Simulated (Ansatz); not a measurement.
**CH7ClSiSn: up Jacob's ladder to CCSD(T)**

An exercise on one series of results from a longer session: the logs are not shown, and one member is left open.

Method: functionals in def2-TZVPP, the program's frozen cores in correlated methods; program: Ansatz 0.2.0, Gaussian basis.

Levels to be run: PBE-D4, r2SCAN-D4, PBE0-D4, B3LYP-D4, ωB97X-V, ωB97M-V, B2PLYP; CCSD(T)/def2-TZVPP; MP2/def2-QZVPP; extrapolation to the limit.

### The geometry

An earlier PBE0-D4 in a triple-zeta def2 set relaxation fixed the geometry. Sn takes the def2 core potential; no spin-orbit term is included.

SMILES `[SiH3][CH2][SnH2][Cl]`, 11 atoms, charge 0, spin multiplicity 1.

Atoms are counted from 1 here; the program's logs count them from 0.

Bond lengths: Si1–C2 1.871 Å, Si1–H5 1.484 Å, Si1–H6 1.488 Å, Si1–H7 1.488 Å, C2–Sn3 2.134 Å, C2–H8 1.094 Å, C2–H9 1.093 Å, Sn3–Cl4 2.339 Å, Sn3–H10 1.704 Å, Sn3–H11 1.705 Å. Angles: C2–Si1–H5 110.5°, C2–Si1–H6 110.6°, C2–Si1–H7 109.4°, H5–Si1–H6 109.0°, H5–Si1–H7 108.8°, H6–Si1–H7 108.4°, Si1–C2–Sn3 114.5°, Si1–C2–H8 110.0°, Si1–C2–H9 110.6°, Sn3–C2–H8 106.9°, Sn3–C2–H9 106.8°, H8–C2–H9 107.7°, C2–Sn3–Cl4 105.8°, C2–Sn3–H10 113.0°, C2–Sn3–H11 113.0°, Cl4–Sn3–H10 106.0°, Cl4–Sn3–H11 105.6°, H10–Sn3–H11 112.6°.

The first run:

in.yaml

```yaml
crystal:
  periodic: [false, false, false]
  atoms:
    - {symbol: Si, position_ang: [-0.641421, 1.527301, 0.229671]}
    - {symbol: C, position_ang: [-0.316254, -0.225371, 0.797088]}
    - {symbol: Sn, position_ang: [0.932092, -1.360247, -0.509565]}
    - {symbol: Cl, position_ang: [-0.205356, -1.461034, -2.550814]}
    - {symbol: H, position_ang: [-1.362124, 1.529123, -1.067788]}
    - {symbol: H, position_ang: [-1.455605, 2.261586, 1.235870]}
    - {symbol: H, position_ang: [0.653229, 2.241616, 0.060496]}
    - {symbol: H, position_ang: [0.171594, -0.217321, 1.776743]}
    - {symbol: H, position_ang: [-1.253988, -0.777579, 0.898163]}
    - {symbol: H, position_ang: [2.419298, -0.596250, -0.839286]}
    - {symbol: H, position_ang: [1.123835, -2.979024, -0.010077]}
basis:
  gaussian: {orbitals: def2-TZVPP}
hamiltonian: {xc: pbe, dispersion: d4}
output: {forces: true, orbitals: {seedname: orbitals}}
```

The run is started by

```console
$ ansatz run in.yaml --threads 4 --pin off --events-out ev --progress --plain --max-ram 10444MiB
```

Among the steps run: PBE-D4 (GGA); r2SCAN-D4 (meta-GGA); PBE0-D4 (hybrid); B3LYP-D4 (hybrid); ωB97X-V (range-separated); ωB97M-V (range-separated); B2PLYP (double hybrid); CCSD(T) in def2-TZVPP; MP2 in def2-QZVPP.

One of the session's tables, all rows but one given; the rest of the session is left out.

| method | atomisation energy (kJ/mol) |
| --- | --- |
| PBE-D4 | 3284.1 |
| r2SCAN-D4 | ? |
| PBE0-D4 | 3273.9 |
| B3LYP-D4 | 3284.4 |
| ωB97X-V | 3330.8 |
| ωB97M-V | 3306.8 |
| B2PLYP | 3243.8 |
| HF/def2-TZVPP | 2479.9 |
| MP2/def2-TZVPP | 3220.3 |
| CCSD/def2-TZVPP | 3199.3 |
| CCSD(T)/def2-TZVPP | 3237.9 |
| MP2/CBS | 3307.8 |
| CCSD(T)/CBS | 3325.3 |

Estimate the missing values for r2SCAN-D4.

**Answer.** atomisation energy (kJ/mol): 3299.5. In the column «atomisation energy (kJ/mol)» it lies between B3LYP-D4 (3284.4) and ωB97M-V (3306.8).
